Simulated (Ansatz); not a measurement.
# BH2OSe+: one structure at several levels

The atoms stand at a structure displaced at random from a GFN2-xTB minimum. How far do the functionals agree with CCSD(T) there?

Program: Ansatz 0.2.0, Gaussian basis. Level of theory: single points in def2-TZVPP. These are calculated values, not measurements.

Correlated methods freeze the cores. Filled d shells of the heavier atoms are correlated. B3LYP uses VWN-RPA correlation.

### Step 1. The system as given

SMILES `[OH2+]B=[Se]`, 5 atoms, charge 1, spin multiplicity 1.

Atoms are counted from 1 here; the program's logs count them from 0.

Bond lengths: O1–B2 1.391 Å, O1–H4 1.069 Å, O1–H5 1.126 Å, B2–Se3 1.891 Å. Angles: B2–O1–H4 113.3°, B2–O1–H5 116.4°, H4–O1–H5 126.0°, O1–B2–Se3 174.5°.

As a file:

```xyz
5

O    -0.4531    0.4651   -0.3067
B     0.3413   -0.4827    0.3301
Se    1.4365   -1.6530    1.3333
H    -0.1182    1.4688   -0.1537
H    -1.0709    0.0986   -1.1736
```

### Step 2. CCSD(T)/def2-TZVPP

run/in.yaml

```yaml
crystal:
  periodic: [false, false, false]
  atoms:
    - {symbol: O, position_ang: [-0.453100, 0.465100, -0.306700]}
    - {symbol: B, position_ang: [0.341300, -0.482700, 0.330100]}
    - {symbol: Se, position_ang: [1.436500, -1.653000, 1.333300]}
    - {symbol: H, position_ang: [-0.118200, 1.468800, -0.153700]}
    - {symbol: H, position_ang: [-1.070900, 0.098600, -1.173600]}
basis:
  gaussian: {orbitals: def2-TZVPP}
total_charge: 1
correlation: {method: ccsd_t}
output: {forces: true}
```

The command line of these runs was not kept.

### Step 3. PBE0-D4/def2-TZVPP

run/in.yaml, as its differences from that of step 2:

```diff
@@ -11,3 +11,3 @@
 total_charge: 1
-correlation: {method: ccsd_t}
-output: {forces: true}
+hamiltonian: {xc: pbe0, dispersion: d4}
+output: {forces: true, orbitals: {seedname: orbitals}}
```

### Step 4. wB97M-V/def2-TZVPP

run/in.yaml, as its differences from that of step 3:

```diff
@@ -11,3 +11,3 @@
 total_charge: 1
-hamiltonian: {xc: pbe0, dispersion: d4}
-output: {forces: true, orbitals: {seedname: orbitals}}
+hamiltonian: {xc: {name: wB97M-V}}
+output: {forces: true}
```

### Step 5. r2SCAN-D4/def2-TZVPP

run/in.yaml, as its differences from that of step 4:

```diff
@@ -11,3 +11,3 @@
 total_charge: 1
-hamiltonian: {xc: {name: wB97M-V}}
+hamiltonian: {xc: r2scan, dispersion: d4}
 output: {forces: true}
```

### Step 6. PBE-D4/def2-TZVPP

run/in.yaml, as its differences from that of step 5:

```diff
@@ -11,3 +11,3 @@
 total_charge: 1
-hamiltonian: {xc: r2scan, dispersion: d4}
+hamiltonian: {xc: pbe, dispersion: d4}
 output: {forces: true}
```

### Step 7. BLYP-D4/def2-TZVPP

run/in.yaml, as its differences from that of step 6:

```diff
@@ -11,3 +11,3 @@
 total_charge: 1
-hamiltonian: {xc: pbe, dispersion: d4}
+hamiltonian: {xc: {name: BLYP}, dispersion: d4}
 output: {forces: true}
```

### Step 8. B3LYP-D4/def2-TZVPP

run/in.yaml, as its differences from that of step 7:

```diff
@@ -11,3 +11,3 @@
 total_charge: 1
-hamiltonian: {xc: {name: BLYP}, dispersion: d4}
+hamiltonian: {xc: {name: B3LYP}, dispersion: d4}
 output: {forces: true}
```

(Steps that only read results are left out.)

Before running it: what results should come out? Wanted: energy less free atoms, CCSD(T)/def2-TZVPP; RMS force component; RMS force error; HOMO and LUMO, PBE0-D4; T1 diagnostic.

The runs gave:

| quantity | value |
| --- | --- |
| energy less free atoms, CCSD(T)/def2-TZVPP | -7.515 eV |
| RMS force component | 2.194 to 2.558 eV/Å over the methods |
| RMS force error | PBE0-D4 0.204, wB97M-V 0.222, r2SCAN-D4 0.202, PBE-D4 0.268, BLYP-D4 0.324, B3LYP-D4 0.206 eV/Å |
| HOMO and LUMO, PBE0-D4 | -12.33 and -8.16 eV |
| T1 diagnostic | 0.021 |

**Reading.** Against CCSD(T) the functionals' energies less atoms differ by -1.203 to -0.309 eV, PBE-D4 by -1.203 eV. The reference is not at the basis limit: in triple zeta CCSD(T) underbinds, which counts against methods that bind more; the gaps are no ranking. For forces r2SCAN-D4 does best and BLYP-D4 worst. Frozen-core CCSD(T) forces in triple zeta carry basis errors of their own, and this is one geometry, so small gaps rank nothing. The restricted Hartree–Fock reference is unstable towards an unrestricted one at one or more of these structures.
